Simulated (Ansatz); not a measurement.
# CH6AlNS: the cost of one run

The runs use Ansatz 0.2.0, Gaussian basis; the settings change from run to run.

## (1) The relaxed structure

The structure was relaxed beforehand with PBE0-D4 in a triple-zeta def2 set.

SMILES `NC[S][AlH2]`, 10 atoms, charge 0, spin multiplicity 1.

Atoms are counted from 1 here; the program's logs count them from 0.

Bond lengths: N1–C2 1.439 Å, N1–H5 1.012 Å, N1–H6 1.013 Å, C2–S3 1.833 Å, C2–H7 1.091 Å, C2–H8 1.097 Å, S3–Al4 2.168 Å, Al4–H9 1.580 Å, Al4–H10 1.586 Å. Angles: C2–N1–H5 111.2°, C2–N1–H6 110.8°, H5–N1–H6 108.4°, N1–C2–S3 110.2°, N1–C2–H7 108.7°, N1–C2–H8 115.5°, S3–C2–H7 106.0°, S3–C2–H8 108.1°, H7–C2–H8 107.9°, C2–S3–Al4 101.3°, S3–Al4–H9 118.2°, S3–Al4–H10 117.3°, H9–Al4–H10 124.6°.

Coordinates:

```xyz
10
charge 0, multiplicity 1
N    -0.6396    1.5242    0.8375
C    -0.1222    0.1874    0.9654
S    -1.1038   -0.9720   -0.0598
Al    0.3210   -1.4763   -1.6143
H    -0.4427    1.9073   -0.0782
H    -0.2319    2.1355    1.5343
H    -0.2519   -0.1413    1.9978
H     0.9356    0.0631    0.7013
H    -0.1261   -2.4989   -2.7327
H     1.7448   -0.7801   -1.5484
```

## (2) revPBE0/aug-cc-pVTZ

Options: charge -1, multiplicity 2, finite nuclei.

in.yaml

```yaml
crystal:
  periodic: [false, false, false]
  atoms:
    - {symbol: N, position_ang: [-0.639641, 1.524242, 0.837460]}
    - {symbol: C, position_ang: [-0.122242, 0.187362, 0.965408]}
    - {symbol: S, position_ang: [-1.103806, -0.972010, -0.059794]}
    - {symbol: Al, position_ang: [0.321037, -1.476272, -1.614261]}
    - {symbol: H, position_ang: [-0.442744, 1.907272, -0.078227]}
    - {symbol: H, position_ang: [-0.231856, 2.135482, 1.534317]}
    - {symbol: H, position_ang: [-0.251904, -0.141341, 1.997836]}
    - {symbol: H, position_ang: [0.935592, 0.063110, 0.701285]}
    - {symbol: H, position_ang: [-0.126122, -2.498910, -2.732718]}
    - {symbol: H, position_ang: [1.744787, -0.780133, -1.548407]}
basis:
  gaussian: {orbitals: aug-cc-pVTZ, nuclear_model: gaussian}
total_charge: -1
magnetization: {spin_polarized: true, initial_magnetization: 1}
hamiltonian: {xc: {name: revPBE0}}
```

The run is started by

```
> ansatz run in.yaml --threads 2 --pin off --events-out ev --progress --plain --max-ram 4352MiB
```

Q: Estimate wall time and peak memory on 2 threads of Intel Xeon 6975P-C, shared host.

About 83 s, with a peak of 1.4 GiB.
